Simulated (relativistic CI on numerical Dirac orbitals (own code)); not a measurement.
**Ag²⁺ (4d9) in crystal fields: levels and magnetism**

Aim: the levels, ground state and powder susceptibility of Ag²⁺ in 6 parametric crystal fields.

Program: relativistic CI on numerical Dirac orbitals (own code) version 1. Level of theory: Dirac-Coulomb-Breit CI, KLI orbitals optimised for each configuration, model QED (radiative potential, 1s self-energy scaled to tabulated hydrogen-like ionisation energies), valence Slater integrals scaled by 0.65, one configuration in a parametric crystal field. These are calculated values, not measurements, unless marked.

## (1) The atom as given

* ion: Ag²⁺ (Ag III)
* nuclear charge: 47
* electrons: 45
* open shell: 4d9
* Slater scale: 0.65
* field 1 (cm⁻¹): Oh, 10Dq = 4700
* field 2 (cm⁻¹): Oh, 10Dq = 8500
* field 3 (cm⁻¹): Oh, 10Dq = 12250
* field 4 (cm⁻¹): Oh, 10Dq = 16000
* field 5 (cm⁻¹): Oh, 10Dq = 19800
* field 6 (cm⁻¹): Oh, 10Dq = 23550

Outer shells as boxes (Hund's rule):

[Kr] 4d9
```
[Kr] core
4d [↑↓][↑↓][↑↓][↑↓][↑ ]
```

## (2) Field 1: Oh, 10Dq = 4700

Settings of the run:

```ini
atom Ag  Z=47  charge=2  electrons=45
nucleus A=107  rms_radius_fm=4.5454
hamiltonian dirac-coulomb  breit=on  qed=on  c_scale=1
orbitals kli  potential=per-configuration
slater_scale 0.65
correlation none
mixing on
configurations
  [Kr] 4d9
end
crystal_field Oh 10Dq=4700
```

## (3) Field 2: Oh, 10Dq = 8500

Settings: those of step 2 with these lines changed.

```diff
@@ -10,2 +10,2 @@
 end
-crystal_field Oh 10Dq=4700
+crystal_field Oh 10Dq=8500
```

## (4) Field 3: Oh, 10Dq = 12250

Settings: those of step 3 with these lines changed.

```diff
@@ -10,2 +10,2 @@
 end
-crystal_field Oh 10Dq=8500
+crystal_field Oh 10Dq=12250
```

## (5) Field 4: Oh, 10Dq = 16000

Settings: those of step 4 with these lines changed.

```diff
@@ -10,2 +10,2 @@
 end
-crystal_field Oh 10Dq=12250
+crystal_field Oh 10Dq=16000
```

## (6) Field 5: Oh, 10Dq = 19800

Settings: those of step 5 with these lines changed.

```diff
@@ -10,2 +10,2 @@
 end
-crystal_field Oh 10Dq=16000
+crystal_field Oh 10Dq=19800
```

## (7) Field 6: Oh, 10Dq = 23550

Settings: those of step 6 with these lines changed.

```diff
@@ -10,2 +10,2 @@
 end
-crystal_field Oh 10Dq=19800
+crystal_field Oh 10Dq=23550
```

(Steps that only read results are left out.)

What does the calculation give? Wanted: ground spin.

The runs gave:

| field | ground state | degeneracy | S | J | first gap (cm⁻¹) | stabilisation (cm⁻¹) | χT at 2 K | χT at 300 K |
| --- | --- | --- | --- | --- | --- | --- | --- | --- |
| 1: Oh | G8 | 4 | 0.50 | 2.40 | 3681 | -1801 | 0.822 | 0.885 |
| 2: Oh | G8 | 4 | 0.50 | 2.32 | 7221 | -3821 | 0.672 | 0.706 |
| 3: Oh | G8 | 4 | 0.50 | 2.28 | 10847 | -5947 | 0.591 | 0.615 |
| 4: Oh | G8 | 4 | 0.50 | 2.25 | 14524 | -8124 | 0.543 | 0.562 |
| 5: Oh | G8 | 4 | 0.50 | 2.24 | 18277 | -10357 | 0.511 | 0.527 |
| 6: Oh | G8 | 4 | 0.50 | 2.22 | 21994 | -12574 | 0.490 | 0.503 |

χT is in cm³ K/mol; stabilisation counts from the free ion's lowest level; S and J come from the expectation values of their squares.

| quantity | value |
| --- | --- |
| ground spin (effective S from ⟨S²⟩) | 1: 0.50, 2: 0.50, 3: 0.50, 4: 0.50, 5: 0.50, 6: 0.50 |
| χT at 300 K | 0.50 to 0.88 cm³ K/mol |

**Reading.** All fields leave the ground state at S = 1/2. The field is a set of parameters, without covalency or charge transfer.
